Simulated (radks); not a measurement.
# In²⁺ in [Kr] 4d10 5s1: an all-electron calculation

An exercise on one series of results from a longer session: the logs are not shown, and one member is left open.

Method: scalar-relativistic Kohn-Sham, r2SCAN, spin-unpolarised, spherical densities, finite nucleus. Code: radks (a radial shooting solver on a logarithmic mesh, Libxc functionals) version 1.

### Starting point

```
element            : indium (Z = 49)
charge             : +2
electrons          : 47
configuration      : [Kr] 4d10 5s1
nuclear rms radius : 4.6156 fm
```

The outer shells:

In²⁺
```
[Kr] core
4d [↑↓][↑↓][↑↓][↑↓][↑↓]
5s [↑ ]
```

The first run:

The run's settings:

```text
Z 49
configuration [Kr] 4d10 5s1 5p0 6s0
relativity scalar-relativistic
functional r2scan,r2scan
spin unpolarised
nucleus finite rms 4.6156 fm
c 137.035999084
```

Launch:

```bash
$ python run_ks.py task.json out
```

The same process makes all the runs of this session.

One table of the session follows, with a row left open; its other results are not shown here.

From the orbitals of this run (lengths in bohr):

| level | <r> | outermost maximum (interpolated) | 90 % within | nodes |
| --- | --- | --- | --- | --- |
| 1s | 0.02972 | 0.0192 | 0.0534 | 0 |
| 2s | 0.1285 | 0.109 | 0.198 | 1 |
| 2p | ? | ? | ? | ? |
| 3s | 0.3478 | 0.315 | 0.511 | 2 |
| 3p | 0.3466 | 0.309 | 0.521 | 1 |
| 3d | 0.3243 | 0.259 | 0.511 | 0 |
| 4s | 0.8506 | 0.771 | 1.23 | 3 |
| 4p | 0.9233 | 0.817 | 1.36 | 2 |
| 4d | 1.162 | 0.930 | 1.81 | 1 |
| 5s | 2.339 | 2.05 | 3.40 | 4 |
| 5p | 2.814 | 2.45 | 4.11 | 3 |

**Question.** Estimate the row for 2p.

**Answer.** <r>: 0.1122; outermost maximum (interpolated): 0.0869; 90 % within: 0.183; nodes: 0. In the column «<r>» it lies between 1s (0.02972) and 2s (0.1285).

Limits of these values: Spin polarisation and multiplet splitting are left out.
